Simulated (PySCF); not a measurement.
# Co: dipole response in aug-cc-pVQZ

Aim: the static polarisability and the C₆ coefficient of Co, method by method.

Method: unrestricted determinants in a Gaussian basis, no spin-orbit coupling in the energies. Code: PySCF 2.14.0.

## (1) The atom as given

```
Element     : cobalt (Z = 27)
Basis       : aug-cc-pVQZ (9s8p6d4f3g2h, 140 functions)
Hamiltonian : the non-relativistic Hamiltonian (point nucleus)
State 1     : Co: [Ar] 3d7 4s2, high-spin 4F determinant
Methods     : r2SCANh
```

Outer shells as boxes (Hund's rule):

Co [Ar] 3d7 4s2
```
[Ar] core
3d [↑↓][↑↓][↑ ][↑ ][↑ ]
4s [↑↓]
```

One driver process ran all states and methods and kept the integrals in memory. Each run is shown as a PySCF script that sums up its settings (the driver passes frozen orbitals as a list and adds second-order terms of double hybrids); the logs are those of the runs themselves. The driver starts from symmetry-adapted Hartree-Fock orbitals, holds the occupation by maximum overlap and uses a logarithmic radial grid for functionals, so a plain start would take other cycles.

The integrals over 140 functions and the set-up took 7 s of CPU time.

## (2) Co, at r2SCANh

r2SCANh:

input.py

```python
from pyscf import gto, scf, dft, mp, cc
import basis_set_exchange as bse
mol = gto.M(atom="Co 0 0 0", charge=0, spin=3, symmetry="D2h",
            basis=gto.basis.parse(bse.get_basis("aug-cc-pVQZ", elements=["Co"], fmt="nwchem")))
mf = dft.UKS(mol, xc="HYB_MGGA_XC_R2SCANH")
mf.irrep_nelec = {'Ag': (6, 5), 'B1g': (1, 1), 'B2g': (1, 0), 'B3g': (1, 0), 'B1u': (2, 2), 'B2u': (2, 2), 'B3u': (2, 2)}
mf.kernel()
```

Standard output:

```text
damping factor = 0
level_shift factor = 0
DIIS = <class 'pyscf.scf.diis.CDIIS'>
diis_start_cycle = 1
diis_space = 10
diis_damp = 0
SCF conv_tol = 1e-09
SCF conv_tol_grad = None
number electrons alpha = 15  beta = 12
XC functionals = HYB_MGGA_XC_R2SCANH
    M. Bursch, H. Neugebauer, S. Ehlert, and S. Grimme.,  J. Chem. Phys. 156, 134105 (2022)
cycle= 1 E= -1382.71107274837  delta_E= -0.0166  |g|= 0.108  |ddm|= 0.461
cycle= 2 E= -1382.70754395248  delta_E= 0.00353  |g|= 0.189  |ddm|= 0.127
cycle= 3 E= -1382.71323260722  delta_E= -0.00569  |g|= 0.00459  |ddm|= 0.0791
cycle= 4 E= -1382.71323911627  delta_E= -6.51e-06  |g|= 0.00261  |ddm|= 0.015
cycle= 5 E= -1382.71324060201  delta_E= -1.49e-06  |g|= 0.000102  |ddm|= 0.00596
cycle= 6 E= -1382.71324063596  delta_E= -3.4e-08  |g|= 2.42e-05  |ddm|= 0.00389
cycle= 7 E= -1382.71324063816  delta_E= -2.2e-09  |g|= 4.98e-06  |ddm|= 0.00114
cycle= 8 E= -1382.71324063823  delta_E= -6.64e-11  |g|= 5.43e-07  |ddm|= 0.000236
converged SCF energy = -1382.71324063823  <S^2> = 3.759198  2S+1 = 4.0045964
```

It used 1.8 min of CPU time after the integrals (shared host).

Orbital energies by shell (radii are means over both spins):

```tsv
shell	electrons	mean orbital energy (eV)	spread (eV)	rms radius (bohr)
1s α	1	-7557.3	0	0.0659
1s β	1	-7557.3	0	0.0659
2s α	1	-898.76	0	0.280
2s β	1	-896.61	0	0.280
2p α	3	-778.38	0	0.250
2p β	3	-776.70	0.001	0.250
3s α	1	-107.29	0	0.841
3s β	1	-102.17	0	0.841
3p α	3	-70.675	0	0.892
3p β	3	-65.547	0.000	0.892
3d α	5	-11.140	1.440	1.21
3d β	2	-8.632	0.002	1.21
4s α	1	-6.059	0	3.20
4s β	1	-5.476	0	3.20
```

⟨S²⟩ = 3.759, ⟨L²⟩ = 12.02.

The driver then solved the coupled dipole response at imaginary frequencies: mean α = 57.39 bohr³, C₆ = 519.4 au for a like pair.

Radial density 4πr²ρ of Co at r2SCANh:

```tsv
r (bohr)	density	spin density
0.000956	0.146	0.000
0.00161	0.398	0.000
0.00271	1.06	0.000
0.00455	2.72	0.000
0.00766	6.51	0.000
0.0129	13.9	0.001
0.0217	24.6	0.001
0.0364	32.2	0.002
0.0613	28.6	0.003
0.103	26.6	0.027
0.173	36.4	0.199
0.292	23.0	0.982
0.490	15.6	2.563
0.825	16.3	2.723
1.39	4.74	1.133
2.33	1.33	0.199
3.93	0.394	-0.016
6.60	0.0238	-0.005
11.1	9.25e-05	0.000
```

## (3) Polarisabilities and C₆

Co, in atomic units:

```tsv
method	mean α	C₆ (like pair)	S(−4)
r2SCANh	57.39	519.4	1601
```

Reference α: 55 ± 4 bohr³ (recommended; Schwerdtfeger and Nagle, table of static dipole polarizabilities (2023 update)). Published C₆: 408.0 (Chu and Dalgarno (2004); Tang, Norbeck and Certain (1976)).

α(iu) at r2SCANh:

```tsv
u (hartree)	α(iu) (bohr³)
0	57.39
0.0500	53.72
0.100	45.43
0.200	29.08
0.300	19.00
0.500	9.931
0.750	5.767
1.00	3.931
1.50	2.305
2.00	1.577
3.00	0.9088
5.00	0.4322
```

## (4) Summary of results

| quantity | value |
| --- | --- |
| α of Co | 57.39 (r2SCANh) bohr³; reference 55.00 |

For Co r2SCANh differs from the reference by +4 %. All values hold for this basis alone; no basis-set limit was taken.
